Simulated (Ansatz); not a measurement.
# CH7BOSSi: one species, many methods

One table from this session's results is given with a row withheld; the runs are named, their logs left out.

Method: functionals in def2-TZVPP, the program's frozen cores in correlated methods; program: Ansatz 0.2.0, Gaussian basis.

Levels to be run: LDA (SPW92), PBE-D4, revPBE-D4, BLYP-D4, r2SCAN-D4, B97M-V, PBE0-D4, B3LYP-D4, r2SCANh-D4, r2SCAN0-D4, HSE06-D4, BHLYP-D4, CAM-B3LYP-D4, LC-ωPBE, ωB97X-V, ωB97M-V, B2PLYP, PBE-QIDH; CCSD(T)/def2-SVP; CCSD(T)/def2-TZVPP; MP2/def2-QZVPP; extrapolation to the limit; RPA on PBE.

### Structure used throughout

All runs share one geometry, relaxed beforehand with PBE0-D4 in a triple-zeta def2 set.

SMILES `OBCS[SiH3]`, 12 atoms, charge 0, spin multiplicity 1.

Atoms are counted from 1 here; the program's logs count them from 0.

Bond lengths: O1–B2 1.351 Å, O1–H6 0.960 Å, B2–C3 1.570 Å, B2–H7 1.202 Å, C3–S4 1.828 Å, C3–H8 1.092 Å, C3–H9 1.096 Å, S4–Si5 2.124 Å, Si5–H10 1.488 Å, Si5–H11 1.488 Å, Si5–H12 1.484 Å. Angles: B2–O1–H6 113.4°, O1–B2–C3 118.2°, O1–B2–H7 120.4°, C3–B2–H7 121.4°, B2–C3–S4 108.3°, B2–C3–H8 111.6°, B2–C3–H9 109.2°, S4–C3–H8 110.5°, S4–C3–H9 108.6°, H8–C3–H9 108.6°, C3–S4–Si5 98.7°, S4–Si5–H10 110.8°, S4–Si5–H11 111.1°, S4–Si5–H12 106.8°, H10–Si5–H11 108.0°, H10–Si5–H12 110.1°, H11–Si5–H12 110.1°.

Set-up of the first run:

Input file in.yaml:

```yaml
crystal:
  periodic: [false, false, false]
  atoms:
    - {symbol: O, position_ang: [-0.693789, 1.774226, 2.249789]}
    - {symbol: B, position_ang: [-0.855938, 1.518715, 0.933297]}
    - {symbol: C, position_ang: [0.122945, 0.498248, 0.250161]}
    - {symbol: S, position_ang: [-0.870894, -0.694141, -0.714645]}
    - {symbol: Si, position_ang: [0.702917, -1.940511, -1.407304]}
    - {symbol: H, position_ang: [-1.320622, 2.415611, 2.593271]}
    - {symbol: H, position_ang: [-1.722495, 2.070241, 0.308727]}
    - {symbol: H, position_ang: [0.737513, -0.024128, 0.986455]}
    - {symbol: H, position_ang: [0.783644, 1.038786, -0.437113]}
    - {symbol: H, position_ang: [1.675182, -1.159859, -2.219754]}
    - {symbol: H, position_ang: [1.440882, -2.553390, -0.270297]}
    - {symbol: H, position_ang: [0.077552, -2.998999, -2.238386]}
basis:
  gaussian: {orbitals: def2-TZVPP}
hamiltonian: {xc: lda}
output: {orbitals: {seedname: orbitals}}
```

Among the steps run: LDA; PBE-D4 (GGA); revPBE-D4 (GGA); BLYP-D4 (GGA); r2SCAN-D4 (meta-GGA); B97M-V (meta-GGA); PBE0-D4 (hybrid); B3LYP-D4 (hybrid); r2SCANh-D4 (hybrid); r2SCAN0-D4 (hybrid); HSE06-D4 (hybrid); BHLYP-D4 (hybrid); CAM-B3LYP-D4 (range-separated); LC-ωPBE (range-separated); ωB97X-V (range-separated); ωB97M-V (range-separated); B2PLYP (double hybrid); PBE-QIDH (double hybrid).

One table of the session follows, with a row left open; its other results are not shown here.

It belongs to the step «Orbital energies across the functionals». 

| functional | HOMO (eV) | gap (eV) |
| --- | --- | --- |
| LDA (SPW92) | -5.77 | 3.96 |
| PBE-D4 | -5.68 | 4.16 |
| revPBE-D4 | -5.64 | 4.24 |
| BLYP-D4 | ? | ? |
| r2SCAN-D4 | -5.94 | 4.78 |
| B97M-V | -6.10 | 4.88 |
| PBE0-D4 | -6.89 | 6.36 |
| B3LYP-D4 | -6.65 | 5.90 |
| r2SCANh-D4 | -6.38 | 5.57 |
| r2SCAN0-D4 | -7.05 | 6.74 |
| HSE06-D4 | -6.49 | 5.58 |
| BHLYP-D4 | -7.96 | 8.46 |
| CAM-B3LYP-D4 | -8.19 | 8.76 |
| LC-ωPBE | -9.58 | 11.35 |
| ωB97X-V | -9.24 | 10.88 |
| ωB97M-V | -9.08 | 10.46 |

Q: Estimate the row for BLYP-D4 from the others.

Worked estimate for «HOMO (eV)». Against the share of exact exchange, B3LYP-D4 (0.2, -6.65), BHLYP-D4 (0.5, -7.96) give a slope of -4.37 per unit share; at 0 the line stands at -5.78.

The run gave: HOMO (eV): -5.52; gap (eV): 4.16. In «HOMO (eV)» the line misses by -0.26.
